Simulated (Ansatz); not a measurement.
**GeCl5: what a guessed cell relaxes into**

Where does this trial cell of GeCl5 go when cell and atoms are let free?

Program: Ansatz 0.2.0. Level of theory: DFT PBE, scalar-relativistic, plane waves, PAW. These are calculated values, not measurements.

## (1) Starting point

The structure is cubic, space group F-43m (No. 216). Conventional cell: a = 8.685 Å, b = 8.685 Å, c = 8.685 Å, α = 90.00°, β = 90.00°, γ = 90.00°. Ge (site symmetry -43m) has 16 Cl at 3.60 to 3.76 Å in its first shell of neighbours. Around Cl (site symmetry 3m) lie 9 Cl at 3.07 to 3.60 Å and 3 Ge at 3.60 Å. Around Cl (site symmetry -43m) lie 12 Cl at 3.60 Å and 4 Ge at 3.76 Å.

As a file:

```cif
data_structure
_symmetry_space_group_name_H-M 'P 1'
_symmetry_Int_Tables_number 1
_cell_length_a 6.1415
_cell_length_b 6.1415
_cell_length_c 6.1415
_cell_angle_alpha 60.000
_cell_angle_beta 60.000
_cell_angle_gamma 60.000
_cell_volume 163.80
loop_
_atom_site_label
_atom_site_type_symbol
_atom_site_fract_x
_atom_site_fract_y
_atom_site_fract_z
_atom_site_occupancy
Ge1 Ge 0.00000 0.00000 0.00000 1
Cl1 Cl 0.12500 0.62500 0.62500 1
Cl2 Cl 0.62500 0.62500 0.62500 1
Cl3 Cl 0.62500 0.12500 0.62500 1
Cl4 Cl 0.62500 0.62500 0.12500 1
Cl5 Cl 0.25000 0.25000 0.25000 1
```

Recipe of the guess: species swapped into a database cell of Be5Au (F-43m, No. 216), with Cl on the Be sites and Ge on the Au sites. The dimensions are guesses.

## (2) A first look at the guess

Input file input.yaml:

```yaml
crystal:
  lattice:
    - [0.0, 4.3427092, 4.3427092]
    - [4.3427092, 0.0, 4.3427092]
    - [4.3427092, 4.3427092, 0.0]
  atoms:
    - { symbol: Ge, position: [0.0, 0.0, 0.0] }
    - { symbol: Cl, position: [0.125, 0.625, 0.625] }
    - { symbol: Cl, position: [0.625, 0.625, 0.625] }
    - { symbol: Cl, position: [0.625, 0.125, 0.625] }
    - { symbol: Cl, position: [0.625, 0.625, 0.125] }
    - { symbol: Cl, position: [0.25, 0.25, 0.25] }
basis:
  ecutwfc: 420
kpoints:
  mp_grid: { grid: [4, 4, 4] }
hamiltonian:
  xc: pbe
scf:
  occupations: { method: gaussian, width: 0.1 }
  lower_state_search: "off"
output:
  forces: true
  stress: true
  eigenvalues: true
```

On the command line:

```console
$ ansatz run input.yaml --threads 1 --pin off --max-ram 2560MiB --backend cpu --events-out ev --progress --plain --runs-dir out
```

The session goes on with these runs: a loose first relaxation; final relaxation.

What does the calculation give? Wanted: conventional cell; volume; energy over the elements; gap on the mesh.

**Answer**, as computed:

```
                                                              quantity                                                                      value
                                symmetry at the end (tolerance 0.05 Å)                                                space group F-43m (No. 216)
                                                     conventional cell  a = 8.112 Å, b = 8.112 Å, c = 8.112 Å, α = 90.00°, β = 90.00°, γ = 90.00°
                                                                volume                                                              22.25 Å³/atom
energy over the elements (uncorrected; H, N, O, F and Cl as molecules)                                                              +0.44 eV/atom
                                                       gap on the mesh                                                               none (metal)
```

What this shows: The space group F-43m (No. 216) is kept, and the volume per atom shrinks by 18.5 % from the first guess. With a positive formation energy it can't be a ground state. No finished test with a distortion of lower symmetry is shown, so the end may be a saddle point. Spin polarisation is off in the runs that give these values; a magnetic solution could lie lower.
